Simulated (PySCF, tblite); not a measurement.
**C₄H₁₃ClOSi₂: geometry, infrared bands and NMR shifts**

What infrared bands and NMR shifts should C₄H₁₃ClOSi₂ (`C[SiH2]C(C)(C)O[SiH2]Cl`) show?

Programs: tblite 0.8.0 and PySCF 2.14.0, with density-fitted response routines of our own. Each step states its level of theory. These are calculated values for one molecule in the gas phase, unless marked as measured. Atoms are numbered from 0 throughout.

## Step 1: The starting structure

21 atoms, charge 0, multiplicity 1; geometry from: force field or distance geometry start.

Bonds of the start (Å): C0–Si1 1.84, Si1–C2 2.01, C2–C3 1.56, C2–C4 1.54, C2–O5 1.45, O5–Si6 1.67, Si6–Cl7 2.04, C0–H8 1.09, C0–H9 1.09, C0–H10 1.10, Si1–H11 1.49, Si1–H12 1.49, C3–H13 1.09, C3–H14 1.10, C3–H15 1.08, C4–H16 1.10, C4–H17 1.10, C4–H18 1.10, Si6–H19 1.49, Si6–H20 1.49.

## Step 2: Geometry optimisation with GFN2-xTB

Job settings and geometry (Å):

```
{"job": {"kind": "relax", "xc": "GFN2-xTB", "basis": "xTB"}, "charge": 0, "multiplicity": 1}
C     -2.161600     0.873600     1.204400
Si    -0.857700    -0.419500     1.264200
C      0.198600    -0.438600    -0.441100
C     -0.790300    -0.815000    -1.592900
C      1.283800    -1.531200    -0.383400
O      0.731600     0.836400    -0.876600
Si     1.885100     1.706200    -0.043100
Cl     2.360700     3.306100    -1.216500
H     -2.882800     0.668900     0.406300
H     -1.744400     1.865300     1.030000
H     -2.728200     0.917900     2.145600
H      0.102300    -0.147000     2.376900
H     -1.446000    -1.772600     1.482700
H     -1.566800    -0.064000    -1.712600
H     -1.276200    -1.781200    -1.405800
H     -0.262900    -0.873900    -2.531400
H      1.881700    -1.524700    -1.307900
H      0.852100    -2.534500    -0.262700
H      1.981600    -1.365000     0.445100
H      3.111200     0.892500     0.179300
H      1.319300     2.217400     1.239100
```

Started as:

```bash
$ OMP_NUM_THREADS=1 python probes_run.py task.json out
```

One launch serves the whole session: the jobs run in the order shown.

**Question.** This job is followed by: GFN2-xTB harmonic vibrations, gas phase; GIAO PBE0/pcSseg-1 NMR shielding, non-relativistic, gas phase. What will the session give for the following? strongest single infrared mode (GFN2-xTB); zero-point energy (GFN2-xTB); ¹³C shifts against TMS (PBE0/pcSseg-1, means over atoms taken as alike); ¹H shifts against TMS (PBE0/pcSseg-1, means over atoms taken as alike); ²⁹Si shifts against TMS (PBE0/pcSseg-1); ¹⁷O shifts against H2O (PBE0/pcSseg-1); ³⁵Cl shifts against HCl (PBE0/pcSseg-1); surface potential, 1st and 99th percentile.

**Answer**, as computed:

| quantity | value |
| --- | --- |
| strongest single infrared mode (GFN2-xTB) | 761 cm⁻¹, 401 km/mol |
| zero-point energy (GFN2-xTB) | 98.9 kcal/mol |
| ¹³C shifts against TMS (PBE0/pcSseg-1, means over atoms taken as alike) | 72.0, 30.3, -10.0 ppm |
| ¹H shifts against TMS (PBE0/pcSseg-1, means over atoms taken as alike) | 5.52, 4.10, 1.51, 0.35 ppm |
| ²⁹Si shifts against TMS (PBE0/pcSseg-1) | -27.6, -29.7 ppm |
| ¹⁷O shifts against H2O (PBE0/pcSseg-1) | 83.8 ppm |
| ³⁵Cl shifts against HCl (PBE0/pcSseg-1) | 8 ppm |
| surface potential, 1st and 99th percentile | -0.79 V and 1.15 V |

Relaxing lowered the energy by 0.411 eV in 260 steps; the close pair that moved most is Si1–C2, from 2.006 to 1.929 Å. No mode is imaginary among the 57: a minimum at this level. GFN2-xTB is a fitted tight-binding method: band positions and strengths are rough. Its intensities can rank the bands wrongly. The most deshielded carbon is C2 (fully substituted sp3 carbon bonded to O and Si), at 72.0 ppm: deshielded by the electronegative neighbour. At PBE0/pcSseg-1: Shielding is most anisotropic at Cl7 (span 242 ppm, paramagnetic term -208 ppm).
